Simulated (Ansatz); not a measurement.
# C₆H₉BO₆: up Jacob's ladder to CCSD(T)

How much do the methods differ for C₆H₉BO₆? The plan is to run it at one geometry with functionals of several rungs and with coupled cluster, and see how far each lands from CCSD(T) at the basis-set limit for the atomisation energy.

Method: functionals in def2-TZVPP, the program's frozen cores in correlated methods; program: Ansatz 0.2.0, Gaussian basis.

Plan: LDA (SPW92), PBE-D4, revPBE-D4, BLYP-D4, r2SCAN-D4, B97M-V, PBE0-D4, B3LYP-D4, r2SCANh-D4, r2SCAN0-D4, HSE06-D4, BHLYP-D4, CAM-B3LYP-D4, LC-ωPBE, ωB97X-V, ωB97M-V, B2PLYP, PBE-QIDH; CCSD(T)/def2-SVP; CCSD(T)/def2-TZVPP; MP2/def2-QZVPP; extrapolation to the limit; RPA on PBE.

### Step 1. The relaxed structure

All runs share one geometry, relaxed beforehand with PBE0-D4 in a triple-zeta def2 set.

SMILES `CC(=O)OB(OC(C)=O)OC(C)=O`, 22 atoms, charge 0, spin multiplicity 1.

Atoms are counted from 1 here; the program's logs count them from 0.

Bond lengths: C1–C2 1.493 Å, C1–H14 1.092 Å, C1–H15 1.087 Å, C1–H16 1.092 Å, C2–O3 1.192 Å, C2–O4 1.365 Å, O4–B5 1.371 Å, B5–O6 1.371 Å, B5–O10 1.371 Å, O6–C7 1.365 Å, C7–C8 1.493 Å, C7–O9 1.192 Å, C8–H17 1.092 Å, C8–H18 1.092 Å, C8–H19 1.087 Å, O10–C11 1.365 Å, C11–C12 1.493 Å, C11–O13 1.192 Å and more. Angles: C2–C1–H14 109.2°, C2–C1–H15 109.9°, C2–C1–H16 109.8°, H14–C1–H15 110.3°, H14–C1–H16 107.2°, H15–C1–H16 110.4°, C1–C2–O3 126.3°, C1–C2–O4 110.8°, O3–C2–O4 122.9°, C2–O4–B5 124.7°, O4–B5–O6 119.7°, O4–B5–O10 119.7°, O6–B5–O10 119.7°, B5–O6–C7 124.7°, O6–C7–C8 110.8°, O6–C7–O9 122.9°, C8–C7–O9 126.3°, C7–C8–H17 109.8° and more.

### Step 2. LDA

This LDA is Slater exchange with PW92 correlation.

The input, in.yaml:

```yaml
crystal:
  periodic: [false, false, false]
  atoms:
    - {symbol: C, position_ang: [-1.051342, -3.244938, -1.345871]}
    - {symbol: C, position_ang: [-1.252757, -1.813638, -0.973316]}
    - {symbol: O, position_ang: [-2.280453, -1.210429, -1.017176]}
    - {symbol: O, position_ang: [-0.070834, -1.238811, -0.603995]}
    - {symbol: B, position_ang: [0.041159, -0.051154, 0.070706]}
    - {symbol: O, position_ang: [-0.884380, 0.275603, 1.027202]}
    - {symbol: C, position_ang: [-1.185430, 1.550004, 1.413233]}
    - {symbol: C, position_ang: [-1.939480, 1.548385, 2.701406]}
    - {symbol: O, position_ang: [-0.901739, 2.507980, 0.762270]}
    - {symbol: O, position_ang: [1.190151, 0.687345, -0.042069]}
    - {symbol: C, position_ang: [1.931162, 0.801009, -1.182986]}
    - {symbol: C, position_ang: [3.285315, 1.351930, -0.881752]}
    - {symbol: O, position_ang: [1.505770, 0.523242, -2.261804]}
    - {symbol: H, position_ang: [-0.325447, -3.306025, -2.159266]}
    - {symbol: H, position_ang: [-1.997506, -3.683323, -1.651708]}
    - {symbol: H, position_ang: [-0.634740, -3.793275, -0.498496]}
    - {symbol: H, position_ang: [-1.342812, 1.067992, 3.479524]}
    - {symbol: H, position_ang: [-2.851543, 0.959753, 2.583273]}
    - {symbol: H, position_ang: [-2.183707, 2.567968, 2.987323]}
    - {symbol: H, position_ang: [3.855985, 1.451718, -1.801167]}
    - {symbol: H, position_ang: [3.805124, 0.694962, -0.181400]}
    - {symbol: H, position_ang: [3.178205, 2.323602, -0.395329]}
basis:
  gaussian: {orbitals: def2-TZVPP}
hamiltonian: {xc: lda}
output: {orbitals: {seedname: orbitals}}
```

The run is started by

```
$ ansatz run in.yaml --threads 4 --pin off --events-out ev --progress --plain --max-ram 46080MiB --backend cuda --devices 0, --max-vram 37GiB
```

The runs that follow: PBE-D4 (GGA); revPBE-D4 (GGA); BLYP-D4 (GGA); r2SCAN-D4 (meta-GGA); B97M-V (meta-GGA); PBE0-D4 (hybrid); B3LYP-D4 (hybrid); r2SCANh-D4 (hybrid); r2SCAN0-D4 (hybrid); HSE06-D4 (hybrid); BHLYP-D4 (hybrid); CAM-B3LYP-D4 (range-separated); LC-ωPBE (range-separated); ωB97X-V (range-separated); ωB97M-V (range-separated); B2PLYP (double hybrid); PBE-QIDH (double hybrid); CCSD(T) in def2-SVP; CCSD(T) in def2-TZVPP; MP2 in def2-QZVPP; RPA on PBE orbitals.

**Question.** What will the summary of the whole plan be? Wanted: atomisation energy, CCSD(T)/CBS; farthest beyond LDA; mean size of error, GGA; mean size of error, meta-GGA; mean size of error, hybrid; mean size of error, range-separated; mean size of error, double hybrid; gap, smallest and largest; T1 diagnostic.

**Answer**, as computed:

| quantity | value |
| --- | --- |
| atomisation energy, CCSD(T)/CBS | 10107.2 kJ/mol |
| functionals within 50.5 kJ/mol (0.5 %) | B3LYP-D4, r2SCANh-D4, ωB97X-V, PBE-QIDH |
| farthest beyond LDA | BHLYP-D4 (-408.5 kJ/mol) |
| mean size of error, GGA | 193.3 kJ/mol |
| mean size of error, meta-GGA | 82.8 kJ/mol |
| mean size of error, hybrid | 130.9 kJ/mol |
| mean size of error, range-separated | 67.8 kJ/mol |
| mean size of error, double hybrid | 39.9 kJ/mol |
| gap, smallest and largest | 4.53 eV (LDA (SPW92)), 12.65 eV (LC-ωPBE) |
| T1 diagnostic | 0.0153 |
| triples share of the correlation energy | 4.1 % |

In words: The LDA atomisation energy is off by 1796.8 kJ/mol (18 %): it overbinds. PBE-D4 is off by +406.6 kJ/mol. Double hybrids carry the basis error of their MP2 part in triple zeta, and no dispersion term here, so their miss is partly the set-up's. By mean error the best rung here is double hybrid (39.9 kJ/mol) and the worst beyond LDA is GGA (193.3 kJ/mol). Misses under about 50.5 kJ/mol are within the doubt on the reference itself, which lacks core-valence correlation, relativity and higher excitations. Hartree-Fock recovers 71 % of the binding; the rest is correlation. CCSD(T) in def2-SVP is off by -406.5 kJ/mol, more than most functionals: a good method in a small basis is no reference. Orbital gaps span 4.5 to 12.6 eV; exact exchange widens them.
